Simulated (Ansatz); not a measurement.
# CH8AlBSi: small, medium and large basis sets

An exercise on one series of results from a longer session: the logs are not shown, and one member is left open.

Program: Ansatz 0.2.0, Gaussian basis. Level of theory: one geometry, several basis sets. These are calculated values, not measurements.

Plan: PBE0-D4/def2-SVP; ωB97M-V/def2-SVP; PBE0-D4/def2-QZVPP; ωB97M-V/def2-QZVPP; the functionals' def2-TZVPP values are taken from earlier runs.

1 further run of the same task is left out (it didn't finish).

## The relaxed structure

An earlier PBE0-D4 in a triple-zeta def2 set relaxation fixed the geometry.

SMILES `BC[SiH2][AlH2]`, 12 atoms, charge 0, spin multiplicity 1.

Atoms are counted from 1 here; the program's logs count them from 0.

Bond lengths: B1–C2 1.530 Å, B1–H5 1.198 Å, B1–H6 1.199 Å, C2–Si3 1.924 Å, C2–H7 1.090 Å, C2–H8 1.089 Å, Si3–Al4 2.451 Å, Si3–H9 1.488 Å, Si3–H10 1.506 Å, Al4–H11 1.587 Å, Al4–H12 1.588 Å. Angles: C2–B1–H5 120.5°, C2–B1–H6 120.2°, H5–B1–H6 119.1°, B1–C2–Si3 90.9°, B1–C2–H7 117.7°, B1–C2–H8 117.7°, Si3–C2–H7 105.8°, Si3–C2–H8 109.7°, H7–C2–H8 111.9°, C2–Si3–Al4 113.0°, C2–Si3–H9 109.0°, C2–Si3–H10 106.2°, Al4–Si3–H9 115.8°, Al4–Si3–H10 106.8°, H9–Si3–H10 105.2°, Si3–Al4–H11 121.5°, Si3–Al4–H12 118.5°, H11–Al4–H12 119.9°.

Set-up of the first run:

File in.yaml:

```yaml
crystal:
  periodic: [false, false, false]
  atoms:
    - {symbol: B, position_ang: [-1.054426, 1.528059, 0.768499]}
    - {symbol: C, position_ang: [-1.257275, 0.381124, -0.223816]}
    - {symbol: Si, position_ang: [0.260874, -0.552445, 0.500850]}
    - {symbol: Al, position_ang: [1.809078, -1.350939, -1.223534]}
    - {symbol: H, position_ang: [-0.405389, 2.488189, 0.464744]}
    - {symbol: H, position_ang: [-1.488687, 1.446237, 1.882921]}
    - {symbol: H, position_ang: [-2.112055, -0.277621, -0.069226]}
    - {symbol: H, position_ang: [-1.090893, 0.590108, -1.279535]}
    - {symbol: H, position_ang: [-0.216560, -1.577724, 1.468332]}
    - {symbol: H, position_ang: [1.015381, 0.452173, 1.331154]}
    - {symbol: H, position_ang: [2.667540, -2.670906, -1.021690]}
    - {symbol: H, position_ang: [1.949311, -0.511453, -2.564599]}
basis:
  gaussian: {orbitals: def2-SVP}
hamiltonian: {xc: pbe0, dispersion: d4}
output: {orbitals: {seedname: orbitals}}
```

Steps of the session up to this table: PBE0-D4 in def2-SVP; ωB97M-V in def2-SVP; PBE0-D4 in def2-QZVPP; ωB97M-V in def2-QZVPP.

One of the session's tables, all rows but one given; the rest of the session is left out.

It belongs to the step «Functionals by basis». 

| functional | basis | HOMO (eV) | LUMO (eV) |
| --- | --- | --- | --- |
| PBE0-D4 | def2-SVP | -7.62 | -2.24 |
| PBE0-D4 | def2-TZVPP | -7.59 | -2.23 |
| PBE0-D4 | def2-QZVPP | -7.58 | -2.24 |
| ωB97M-V | def2-SVP | -9.55 | -0.54 |
| ωB97M-V | def2-TZVPP | -9.55 | -0.59 |
| ωB97M-V | def2-QZVPP | ? | ? |

Q: Estimate the row for ωB97M-V, def2-QZVPP from the others.

**Answer.** HOMO (eV): -9.55; LUMO (eV): -0.68.
